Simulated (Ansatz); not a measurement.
# Ge2H2 (triplet): the correlation ladder at distance Ge1–H3 = 1.777 Å, cc-pVDZ

How much of the correlation energy of Ge2H2 (triplet) does each wave-function method recover here?

Method: cc-pVDZ, core rule «outside noble gas», up to 28 orbitals frozen; program: Ansatz 0.2.0, Gaussian basis.

To be run: UHF; CCSD(T) on ROHF; CCSD(T) on UHF; BCCD(T) on ROHF; CISD; CCSDT(Q) on ROHF; CCSDT(Q) on UHF; CASSCF and MRCISD+Q, 4 electrons in 4 orbitals; CASSCF and NEVPT2, 4 electrons in 4 orbitals; CASSCF and MRCISD+Q, 10 electrons in 10 orbitals; CASSCF and NEVPT2, 10 electrons in 10 orbitals.

33 further runs of the same task are left out: 1 for a mislabelled method, 27 that didn't finish, 5 set aside as unsound or not needed.

## (1) The geometry

The geometry derives from a PBE0/def2-TZVP stationary point (not a proven minimum). One bond is set to the value named and the two fragments are kept rigid. No spin-orbit coupling is included. The filled d shell of Ge may be among the frozen orbitals whatever the setting's name suggests; the logs give the count.

4 atoms, charge 0, spin multiplicity 3.

Atoms are counted from 1 here; the program's logs count them from 0.

Bond lengths: Ge1–Ge2 2.407 Å, Ge1–H3 1.777 Å, Ge2–H4 1.581 Å. Angles: Ge2–Ge1–H3 103.7°, Ge1–Ge2–H4 103.7°.

## (2) UHF

File in.yaml:

```yaml
crystal:
  periodic: [false, false, false]
  atoms:
    - {symbol: Ge, position_ang: [0.000000, -0.063773, 1.201325]}
    - {symbol: Ge, position_ang: [0.000000, 0.061205, -1.202093]}
    - {symbol: H, position_ang: [0.000000, 1.638819, 1.710157]}
    - {symbol: H, position_ang: [0.000000, -1.453723, -1.654840]}
basis:
  gaussian: {orbitals: cc-pVDZ}
magnetization: {spin_polarized: true, initial_magnetization: 2}
hamiltonian: {xc: hf}
output: {orbitals: {seedname: orbitals}}
```

Command:

```sh
ansatz run in.yaml --threads 1 --pin off --events-out ev --progress --plain --max-ram 2393MiB
```

Further steps of the session: CCSD(T) on ROHF; CCSD(T) on UHF; BCCD(T) on ROHF; CISD; CCSDT(Q) on ROHF; CCSDT(Q) on UHF; CASSCF and MRCISD+Q, 4 electrons in 4 orbitals; CASSCF and NEVPT2, 4 electrons in 4 orbitals; CASSCF and MRCISD+Q, 10 electrons in 10 orbitals; CASSCF and NEVPT2, 10 electrons in 10 orbitals.

Before running them: what should the planned runs give, taken together? Wanted: UCCSDT(Q) below the RHF energy; RMP2 from UCCSDT(Q); UMP2 from UCCSDT(Q); RCCSD from UCCSDT(Q); RCCSD(T) from UCCSDT(Q); UCCSD(T) from UCCSDT(Q); RCCSDT(Q) from UCCSDT(Q); NEVPT2 pair from UCCSDT(Q); MRCISD+Q pair from UCCSDT(Q).

**Answer**, as computed:

| quantity | value |
| --- | --- |
| UCCSDT(Q) below the RHF energy | -5.4526 eV |
| RMP2 from UCCSDT(Q) | +123.7 kJ/mol |
| UMP2 from UCCSDT(Q) | +124.5 kJ/mol |
| RCCSD from UCCSDT(Q) | +26.7 kJ/mol |
| RCCSD(T) from UCCSDT(Q) | +6.7 kJ/mol |
| UCCSD(T) from UCCSDT(Q) | +5.8 kJ/mol |
| RCCSDT(Q) from UCCSDT(Q) | +0.7 kJ/mol |
| NEVPT2 pair from UCCSDT(Q) | +108.5 kJ/mol |
| MRCISD+Q pair from UCCSDT(Q) | +8.2 kJ/mol |
| NEVPT2 valence from UCCSDT(Q) | +78.9 kJ/mol |
| levels within 1 kcal/mol (43 meV) | RCCSDT, UCCSDT, RCCSDT(Q), MRCISD+Q valence |
| T1 diagnostic | 0.045 |
| effectively unpaired electrons | 2.07 |

What this shows: RCCSD(T) lands +6.7 kJ/mol from the yardstick (1.3 % of the correlation energy). The occupations are near whole numbers, but T1 = 0.045 shows that the orbitals relax strongly. Of the multireference levels listed MRCISD+Q valence comes nearest in total energy (+1.5 kJ/mol), which doesn't show that its space is the better one. These misses are within one basis, not against nature; the frozen cores of restricted and unrestricted runs differ, which can shift their rows.
